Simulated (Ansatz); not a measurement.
# C2H7FGeO: the cost of one run

All numbers below are computed with Ansatz 0.2.0 (RKS PBE0/def2-SVP).

### Step 1. Starting point

Bond lengths: C1–O2 1.409 Å, O2–C3 1.389 Å, C3–F4 1.362 Å, C3–Ge5 1.974 Å, C1–H6 1.096 Å, C1–H7 1.074 Å, C1–H8 1.155 Å, C3–H9 1.154 Å, Ge5–H10 1.589 Å, Ge5–H11 1.529 Å, Ge5–H12 1.531 Å. Angles (14 of 19 angles, heavy atoms first): C1–O2–C3 108.2°, O2–C3–F4 113.3°, O2–C3–Ge5 110.2°, F4–C3–Ge5 104.0°, O2–C1–H6 113.4°, O2–C1–H7 112.9°, O2–C1–H8 104.7°, O2–C3–H9 113.2°, F4–C3–H9 109.1°, Ge5–C3–H9 106.4°, C3–Ge5–H10 109.1°, C3–Ge5–H11 110.0°, C3–Ge5–H12 109.9°, H6–C1–H7 114.0°.

Coordinates:

```xyz
12

C    -1.4193    0.1835    1.0299
O    -1.2063    0.0298   -0.3544
C    -0.0734   -0.7534   -0.5359
F    -0.0979   -1.4771   -1.6894
Ge    1.5244    0.3909   -0.7222
H    -0.5992    0.7007    1.5408
H    -1.7278   -0.7275    1.5088
H    -2.2858    0.9432    1.1104
H     0.1356   -1.4618    0.3509
H     1.7457    1.2000    0.6275
H     2.7617   -0.4734   -0.9677
H     1.3192    1.3899   -1.8645
```

### Step 2. Relaxing end A

File input.yaml:

```yaml
crystal:
  periodic: [false, false, false]
  atoms:
    - { symbol: C, position_ang: [-1.4193, 0.1835, 1.0299] }
    - { symbol: O, position_ang: [-1.2063, 0.0298, -0.3544] }
    - { symbol: C, position_ang: [-0.0734, -0.7534, -0.5359] }
    - { symbol: F, position_ang: [-0.0979, -1.4771, -1.6894] }
    - { symbol: Ge, position_ang: [1.5244, 0.3909, -0.7222] }
    - { symbol: H, position_ang: [-0.5992, 0.7007, 1.5408] }
    - { symbol: H, position_ang: [-1.7278, -0.7275, 1.5088] }
    - { symbol: H, position_ang: [-2.2858, 0.9432, 1.1104] }
    - { symbol: H, position_ang: [0.1356, -1.4618, 0.3509] }
    - { symbol: H, position_ang: [1.7457, 1.2, 0.6275] }
    - { symbol: H, position_ang: [2.7617, -0.4734, -0.9677] }
    - { symbol: H, position_ang: [1.3192, 1.3899, -1.8645] }
basis:
  gaussian: { orbitals: def2-SVP }
hamiltonian:
  xc: pbe0
relax:
  f_tol: 0.015
  max_steps: 40
output:
  orbitals: {}
```

The run is started by

```
ansatz run input.yaml --threads 2 --pin off --max-ram 3072MiB --backend cpu --events-out ev --progress --plain --runs-dir out
```

What time and memory should one allow on 2 threads of Arm Neoverse V2, shared host?

About 87 s, with a peak of 0.32 GiB.
